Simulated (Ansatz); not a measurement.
# CaAlO4: the cost of one run

Program: Ansatz 0.2.0. Level of theory: DFT PBE, scalar-relativistic, plane waves, PAW. These are calculated values, not measurements.

## Step 1: The system as given

It takes space group P4/mmm (No. 123, tetragonal). The conventional cell has a = 3.326 Å, b = 3.326 Å, c = 5.816 Å, α = 90.00°, β = 90.00°, γ = 90.00°. Ca (site symmetry 4/mmm) is surrounded by 8 O at 2.36 Å. Al (site symmetry 4/mmm) is surrounded by 8 O at 2.07 Å. Around O (site symmetry 2mm) lie 2 Al at 2.07 Å and 2 Ca at 2.36 Å.

Coordinates:

```cif
data_structure
_symmetry_space_group_name_H-M 'P 1'
_symmetry_Int_Tables_number 1
_cell_length_a 3.3258
_cell_length_b 3.3258
_cell_length_c 5.8159
_cell_angle_alpha 90.000
_cell_angle_beta 90.000
_cell_angle_gamma 90.000
_cell_volume 64.33
loop_
_atom_site_label
_atom_site_type_symbol
_atom_site_fract_x
_atom_site_fract_y
_atom_site_fract_z
_atom_site_occupancy
Ca1 Ca 0.00000 0.00000 0.00000 1
Al1 Al 0.50000 0.50000 0.50000 1
O1 O 0.50000 0.00000 0.71141 1
O2 O 0.00000 0.50000 0.28859 1
O3 O 0.50000 0.00000 0.28859 1
O4 O 0.00000 0.50000 0.71141 1
```

The cell was relaxed beforehand at this level, from a database cell with other species swapped in; it is a trial structure. At a tolerance of 0.05 Å it has space group P4/mmm (No. 123); it has 10.72 Å³/atom, an uncorrected energy of -1.56 eV/atom over the elements.

## Step 2: Static run: bands, density of states and charges

File input.yaml:

```yaml
crystal:
  lattice:
    - [3.3257954131, 0.0, 0.0]
    - [0.0, 3.3257954131, 0.0]
    - [0.0, 0.0, 5.8158547879]
  atoms:
    - { symbol: Ca, position: [0.0, 0.0, 0.0] }
    - { symbol: Al, position: [0.5, 0.5, 0.5] }
    - { symbol: O, position: [0.5, 0.0, 0.7114074883], spin: 0.13 }
    - { symbol: O, position: [0.0, 0.5, 0.2885925117], spin: 0.13 }
    - { symbol: O, position: [0.5, 0.0, 0.2885925117], spin: 0.13 }
    - { symbol: O, position: [0.0, 0.5, 0.7114074883], spin: 0.13 }
basis:
  ecutwfc: 420
kpoints:
  mp_grid: { grid: [12, 12, 8] }
  band_path:
    path:
      - [[0.0, 0.0, 0.0], [0.0, 0.5, 0.0], [0.5, 0.5, 0.0], [0.0, 0.0, 0.0], [0.0, 0.0, 0.5], [0.0, 0.5, 0.5], [0.5, 0.5, 0.5], [0.0, 0.0, 0.5]]
      - [[0.0, 0.5, 0.0], [0.0, 0.5, 0.5]]
      - [[0.5, 0.5, 0.0], [0.5, 0.5, 0.5]]
    npoints: 14
hamiltonian:
  xc: pbe
scf:
  occupations: { method: gaussian, width: 0.1 }
  n_extra_bands: 15
output:
  forces: true
  stress: true
  eigenvalues: true
  populations: true
  dos: { projected: true, de: 0.02, nscf_kmesh: { grid: [15, 15, 10] } }
  bader: true
  write_density: true
  write_potential: true
  elf: true
  volumetric_format: npy
magnetization:
  spin_polarized: true
checkpoint:
  read: start.run
  write: ck
  compress: false
  write_wavefunctions: false
  write_every: 100000
```

Command:

```bash
ansatz run input.yaml --threads 1 --pin off --max-ram 2560MiB --backend cpu --events-out ev --progress --plain --runs-dir out
```

Q: Estimate wall time and peak memory on 1 thread of Intel Xeon 6975P-C (Granite Rapids), shared host.

About 57 s, with a peak of 0.68 GiB.
